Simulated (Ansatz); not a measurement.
# CH5FGeSSi: the cost of one run

Computed with Ansatz 0.2.0, Gaussian basis. Level: functionals in def2-TZVPP, the program's frozen cores in correlated methods.

Plan: PBE-D4, r2SCAN-D4, PBE0-D4, B3LYP-D4, ωB97X-V, ωB97M-V, B2PLYP; CCSD(T)/def2-TZVPP; MP2/def2-QZVPP; extrapolation to the limit.

## Step 1: The relaxed structure

An earlier PBE0-D4 in a triple-zeta def2 set relaxation fixed the geometry.

SMILES `F[Si@H]1S[C@@H]1[GeH3]`, 10 atoms, charge 0, spin multiplicity 1.

Atoms are counted from 1 here; the program's logs count them from 0.

Bond lengths: F1–Si2 1.588 Å, Si2–S3 2.062 Å, Si2–C4 1.821 Å, Si2–H6 1.471 Å, S3–C4 1.905 Å, C4–Ge5 1.950 Å, C4–H7 1.089 Å, Ge5–H8 1.536 Å, Ge5–H9 1.537 Å, Ge5–H10 1.539 Å. Angles: F1–Si2–S3 120.2°, F1–Si2–C4 119.5°, F1–Si2–H6 107.7°, S3–Si2–C4 58.4°, S3–Si2–H6 121.3°, C4–Si2–H6 123.0°, Si2–S3–C4 54.5°, Si2–C4–S3 67.2°, Si2–C4–Ge5 123.7°, Si2–C4–H7 116.3°, S3–C4–Ge5 114.3°, S3–C4–H7 110.7°, Ge5–C4–H7 114.6°, C4–Ge5–H8 108.4°, C4–Ge5–H9 109.8°, C4–Ge5–H10 109.3°, H8–Ge5–H9 109.6°, H8–Ge5–H10 109.9° and more.

Geometry (Å):

```xyz
10

F    -2.2907   -1.4072   -1.5306
Si   -1.5570   -0.6732   -0.3282
S    -0.4122   -1.7544    1.0029
C     0.2604   -0.5605   -0.3198
Ge    1.2459    0.9610    0.3974
H    -2.4298    0.4195    0.1273
H     0.7816   -1.1087   -1.1027
H     0.3038    1.7619    1.3095
H     2.4505    0.4635    1.2115
H     1.7306    1.8470   -0.7645
```

## Step 2: PBE-D4 (GGA)

in.yaml reads:

```yaml
crystal:
  periodic: [false, false, false]
  atoms:
    - {symbol: F, position_ang: [-2.290690, -1.407204, -1.530594]}
    - {symbol: Si, position_ang: [-1.556965, -0.673205, -0.328205]}
    - {symbol: S, position_ang: [-0.412245, -1.754374, 1.002930]}
    - {symbol: C, position_ang: [0.260368, -0.560515, -0.319800]}
    - {symbol: Ge, position_ang: [1.245907, 0.961027, 0.397401]}
    - {symbol: H, position_ang: [-2.429809, 0.419492, 0.127278]}
    - {symbol: H, position_ang: [0.781591, -1.108749, -1.102684]}
    - {symbol: H, position_ang: [0.303844, 1.761877, 1.309492]}
    - {symbol: H, position_ang: [2.450522, 0.463468, 1.211482]}
    - {symbol: H, position_ang: [1.730573, 1.846983, -0.764500]}
basis:
  gaussian: {orbitals: def2-TZVPP}
hamiltonian: {xc: pbe, dispersion: d4}
output: {forces: true, orbitals: {seedname: orbitals}}
```

Run with:

```console
$ ansatz run in.yaml --threads 4 --pin off --events-out ev --progress --plain --max-ram 10444MiB
```

Q: Estimate wall time and peak memory on 4 threads of Arm Neoverse V2, shared host.

About 3.1 s, with a peak of 0.41 GiB.
